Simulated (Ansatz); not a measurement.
This script for the Python package of Ansatz (0.2.0) starts 5 runs on TaTi, space group Cmmm. What input does the engine get in each?

The script, `kconv_tati.py`:
```python
"""Convergence of TaTi with the k-point mesh."""

import csv
import warnings

import ansatz as az

warnings.simplefilter("ignore", az.DeckWarning)

lattice = az.Lattice.of(
    (1.63288, -2.29749, 0.0),
    (1.63288, 2.29749, 0.0),
    (0.0, 0.0, 4.68413),
)
sites = [
    ("Ti", (0.5, 0.5, 0.5)),
    ("Ta", (0.0, 0.0, 0.0)),
]
xtal = az.Crystal(lattice=lattice)
for symbol, position in sites:
    xtal = xtal.atom(symbol, position)

job = (
    xtal.calculation()
    .pseudopotentials("paw", azcp={"folder": "soft_1"})
    .functional(az.Functional.PBESOL)
    .basis(16 * az.Ha)
    .occupations("fermi_dirac", width=0.1)
)

rows = []
for value in [0.9, 0.7, 0.55, 0.45, 0.35]:
    summary = job.kpoints(spacing=value).run().report
    rows.append((value, summary["free_energy_ev"] / len(summary["lattice"]["sites"]), summary["n_iterations"], summary["n_kpoints"]))

with open("kconv.csv", "w", newline="") as handle:
    writer = csv.writer(handle)
    writer.writerow(["spacing (1/A)", "F/atom (eV)", "iterations", "k-points"])
    writer.writerows([round(v, 5) if isinstance(v, float) else v for v in row] for row in rows)

# differences from the last row
for row in rows[:-1]:
    shift = 1000 * (row[1] - rows[-1][1])
    print(f"{row[0]}: {shift:+.2f} meV/atom" + ("  (within 5 meV)" if abs(shift) < 5 else ""))
```

Run 1:
```yaml
crystal:
  lattice:
    - [1.63288, -2.29749, 0.0]
    - [1.63288, 2.29749, 0.0]
    - [0.0, 0.0, 4.68413]
  atoms:
    - { symbol: Ti, position: [0.5, 0.5, 0.5] }
    - { symbol: Ta, position: [0.0, 0.0, 0.0] }
basis:
  ecutwfc: 435.382179935808
kpoints:
  mp_grid:
    kspacing: 0.9
hamiltonian:
  xc: pbesol
  pseudopotentials:
    kind: paw
    azcp:
      folder: soft_1
scf:
  occupations:
    method: fermi_dirac
    width: 0.1
```

Run 2, against run 1:
```diff
-    kspacing: 0.9
+    kspacing: 0.7
```

Run 3, against run 1:
```diff
-    kspacing: 0.9
+    kspacing: 0.55
```

Run 4, against run 1:
```diff
-    kspacing: 0.9
+    kspacing: 0.45
```

Run 5, against run 1:
```diff
-    kspacing: 0.9
+    kspacing: 0.35
```

```console
$ python kconv_tati.py
0.9: -112.89 meV/atom
0.7: -53.56 meV/atom
0.55: -30.15 meV/atom
0.45: +2.12 meV/atom  (within 5 meV)
```

From a spacing of 0.45 (6×6×3) on it stays within 5 meV an atom of the value at a spacing of 0.35 (7×7×4); the first row (a spacing of 0.9 (3×3×2)) is off by 112.9 meV and the last but one by 2.12 meV. That rests on few rows after larger swings, so the series isn't shown to be converged. This holds for F at a smearing of 0.1 eV; a narrower one needs a denser mesh. It goes up and down, since the sum over k-points isn't variational.

Reading the output:
- The PAW files read here were made with PBE, not with each functional that runs on them.
- Spin-orbit coupling, which matters for elements this heavy, is left out.
- This cell is a computed structure, which may not be the phase found in nature.
- Shifts are counted from the finest mesh, which is itself no proven limit.
- The script silences the warnings on its input, which a real study should read.
- By the engine's processor time: 3.7 s on 1 thread of Intel(R) Xeon(R) Processor @ 2.30GHz (shared host), peak memory 0.5 GiB.
